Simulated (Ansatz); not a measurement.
# BF3H2O: the cost of one run

Program: Ansatz 0.2.0. Level of theory: RKS B3LYP/6-31G*. These are calculated values, not measurements.

## (1) The structure to begin with

Bond lengths: B1–O2 1.760 Å, O2–H3 1.010 Å, B1–F4 1.320 Å, B1–F5 1.320 Å, B1–F6 1.620 Å, O2–H7 1.108 Å. Angles: B1–O2–H3 109.5°, B1–O2–H7 74.8°, H3–O2–H7 113.4°, O2–B1–F4 120.0°, O2–B1–F5 120.0°, O2–B1–F6 71.6°, F4–B1–F5 120.0°, F4–B1–F6 96.8°, F5–B1–F6 101.3°.

Coordinates:

```xyz
7

B     0.0000    0.0000    0.0000
O     0.0000    0.0000    1.7600
H    -0.9095   -0.2814    2.0971
F     1.1431    0.0000   -0.6600
F    -1.1431    0.0000   -0.6600
F     0.0726    1.5356    0.5108
H     0.0505    1.0680    1.4702
```

## (2) Pulling towards end A

Springs on the bonds that form and break draw the guess towards this end; the thresholds are loose.

File input.yaml:

```yaml
crystal:
  periodic: [false, false, false]
  atoms:
    - { symbol: B, position_ang: [0.0, 0.0, 0.0] }
    - { symbol: O, position_ang: [0.0, 0.0, 1.76] }
    - { symbol: H, position_ang: [-0.9095, -0.2814, 2.0971] }
    - { symbol: F, position_ang: [1.1431, 0.0, -0.66] }
    - { symbol: F, position_ang: [-1.1431, 0.0, -0.66] }
    - { symbol: F, position_ang: [0.0726, 1.5356, 0.5108] }
    - { symbol: H, position_ang: [0.0505, 1.068, 1.4702] }
basis:
  gaussian: { orbitals: "6-31G*" }
hamiltonian:
  xc: b3lyp
relax:
  f_tol: 0.15
  max_steps: 25
  restrain:
    - { distance: [0, 5], at: 2.52, k: 30.0 }
    - { distance: [6, 1], at: 2.21, k: 30.0 }
    - { distance: [0, 1], at: 1.41, k: 30.0 }
    - { distance: [6, 5], at: 0.92, k: 30.0 }
output:
  orbitals: {}
```

On the command line:

```bash
> ansatz run input.yaml --threads 1 --pin off --max-ram 2048MiB --backend cpu --events-out ev --progress --plain --runs-dir out
```

What time and memory should one allow on 1 thread of Arm Neoverse V1, shared host?

About 24 s, with a peak of 0.14 GiB.
